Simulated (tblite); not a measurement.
# Be8Br10H21N7S3: the cost of one run

Computed with tblite 0.8.0 and PySCF 2.14.0 and routines of our own; the level stands in each step. Atoms count from 0.

### Step 1. The system as given

49 atoms, charge 0, multiplicity 1; geometry from: force field, distance geometry or constructed start.

### Step 2. Optimising the geometry with GFN2-xTB

Job settings and geometry (Å):

```
{"job": {"kind": "relax", "xc": "GFN2-xTB", "basis": "xTB"}, "charge": 0, "multiplicity": 1}
Be    -0.697900    -1.637900    -2.811500
Be     1.015800    -0.639500    -0.005100
Be    -2.419400    -0.644400     0.002800
Be    -0.703500    -1.631700     2.807300
Be     1.018000     1.344900    -2.806500
Be    -0.706100     2.339700    -0.000800
Be     1.019100     1.347800     2.810200
Be     2.744200     2.342900     0.003300
Br     1.021700    -0.644200    -3.513200
S     -0.705600    -1.636900    -0.699500
S      1.016900    -0.643300     2.108500
S      1.016500     1.344100    -0.701100
Br    -2.428000    -0.641400     2.115600
Br    -2.422400     1.345500    -0.703800
Br    -0.705000     2.345300     2.110800
Br     2.738900     2.340800     2.116900
N     -0.702400    -1.634200     4.484400
H     -1.541500    -2.123100     4.856900
H      0.134200    -2.117900     4.860400
H     -0.700000    -0.668000     4.860600
N     -2.068600    -0.845100    -3.365100
H     -2.093700    -0.832100    -4.403400
H     -2.927000    -1.312600    -3.028800
H     -2.097000     0.129300    -3.036900
N     -0.702300    -3.208000     2.257700
H     -1.546500    -3.403300     1.678600
H      0.135500    -3.400100     1.675400
H     -0.703400    -3.885400     3.045100
N      4.105000     1.553400    -0.556900
H      4.132000     0.570900    -0.220300
H      4.134500     1.538300    -1.592700
H      4.966600     2.022600    -0.223500
N     -0.703800     3.914800    -0.556800
H      0.136900     4.427600    -0.220000
H     -0.701600     3.947100    -1.594900
H     -1.539900     4.431100    -0.226600
N      2.381800    -1.429200    -0.559000
H      3.172800    -1.324100     0.107400
H      2.205800    -2.447300    -0.679800
H      2.683500    -1.044000    -1.468200
N     -3.788200    -1.431600    -0.551100
H     -4.367100    -1.772600     0.235900
H     -4.368100    -0.798800    -1.139200
H     -3.532800    -2.251100    -1.137400
Br    -0.706500    -3.670900    -3.527500
Br     1.017100     1.347700     4.970100
Br     2.743200     4.376800    -0.718800
Br     2.782400     2.366900    -3.527600
Br    -0.743000     2.364700    -3.529700
```

On the command line:

```console
$ OMP_NUM_THREADS=8 python large_run.py task.json out
```

The driver reads the jobs from task.json and runs them one after another.

Q: Estimate the wall time and peak memory of this first job on 8 threads of Arm Neoverse V1, shared host.

About 16 s, with a peak of 0.16 GiB.
